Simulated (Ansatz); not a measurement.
**H5MoN3O: small, medium and large basis sets**

An exercise on one series of results from a longer session: the logs are not shown, and one member is left open.

The runs use Ansatz 0.2.0, Gaussian basis; one geometry, several basis sets.

Levels to be run: PBE0-D4/def2-SVP; ωB97M-V/def2-SVP; PBE0-D4/def2-QZVPP; ωB97M-V/def2-QZVPP; the functionals' def2-TZVPP values are taken from earlier runs.

## Structure used throughout

All runs share one geometry, relaxed beforehand with PBE0-D4 in a triple-zeta def2 set. Mo takes the def2 core potential; no spin-orbit term is included.

SMILES `[NH]=[Mo](=[NH])([NH2])[OH]`, 10 atoms, charge 0, spin multiplicity 1.

Atoms are counted from 1 here; the program's logs count them from 0.

Bond lengths: N1–Mo2 1.730 Å, N1–H6 1.011 Å, Mo2–N3 1.728 Å, Mo2–N4 1.938 Å, Mo2–O5 1.902 Å, N3–H7 1.010 Å, N4–H8 1.008 Å, N4–H9 1.008 Å, O5–H10 0.960 Å. Angles: Mo2–N1–H6 153.9°, N1–Mo2–N3 113.5°, N1–Mo2–N4 106.8°, N1–Mo2–O5 109.4°, N3–Mo2–N4 107.2°, N3–Mo2–O5 107.8°, N4–Mo2–O5 112.2°, Mo2–N3–H7 156.4°, Mo2–N4–H8 122.9°, Mo2–N4–H9 123.1°, H8–N4–H9 111.5°, Mo2–O5–H10 118.0°.

Coordinates:

```xyz
10

N    -1.11235    0.62574   -1.11634
Mo    0.20853    0.08991   -0.13605
N     1.07611   -1.23966   -0.81810
N    -0.55004   -0.52075    1.54002
O     1.43583    1.52207    0.10991
H    -1.71001    0.59373   -1.93057
H     1.29326   -1.94832   -1.50387
H    -0.20284   -1.32570    2.03743
H    -1.47400   -0.26527    1.85081
H     1.11871    2.41706   -0.03044
```

Set-up of the first run:

File in.yaml:

```yaml
crystal:
  periodic: [false, false, false]
  atoms:
    - {symbol: N, position_ang: [-1.112351, 0.625739, -1.116337]}
    - {symbol: Mo, position_ang: [0.208530, 0.089911, -0.136053]}
    - {symbol: N, position_ang: [1.076111, -1.239662, -0.818103]}
    - {symbol: N, position_ang: [-0.550035, -0.520752, 1.540019]}
    - {symbol: O, position_ang: [1.435829, 1.522073, 0.109915]}
    - {symbol: H, position_ang: [-1.710011, 0.593727, -1.930572]}
    - {symbol: H, position_ang: [1.293262, -1.948316, -1.503868]}
    - {symbol: H, position_ang: [-0.202844, -1.325702, 2.037427]}
    - {symbol: H, position_ang: [-1.474002, -0.265274, 1.850813]}
    - {symbol: H, position_ang: [1.118710, 2.417057, -0.030441]}
basis:
  gaussian: {orbitals: def2-SVP}
hamiltonian: {xc: pbe0, dispersion: d4}
output: {orbitals: {seedname: orbitals}}
```

Started as:

```
$ ansatz run in.yaml --threads 4 --pin off --events-out ev --progress --plain --max-ram 10444MiB
```

Among the steps run: PBE0-D4 in def2-SVP; ωB97M-V in def2-SVP; PBE0-D4 in def2-QZVPP; ωB97M-V in def2-QZVPP.

One table of the session follows, with a row left open; its other results are not shown here.

It belongs to the step «Density functionals: the series». 

| functional | basis | HOMO (eV) |
| --- | --- | --- |
| PBE0-D4 | def2-SVP | -7.12 |
| PBE0-D4 | def2-TZVPP | ? |
| PBE0-D4 | def2-QZVPP | -7.32 |
| ωB97M-V | def2-SVP | -9.34 |
| ωB97M-V | def2-TZVPP | -9.52 |
| ωB97M-V | def2-QZVPP | -9.57 |

Estimate the missing values for PBE0-D4, def2-TZVPP.

The run gave: HOMO (eV): -7.28. In the column «HOMO (eV)» it lies between PBE0-D4, def2-QZVPP (-7.32) and PBE0-D4, def2-SVP (-7.12).
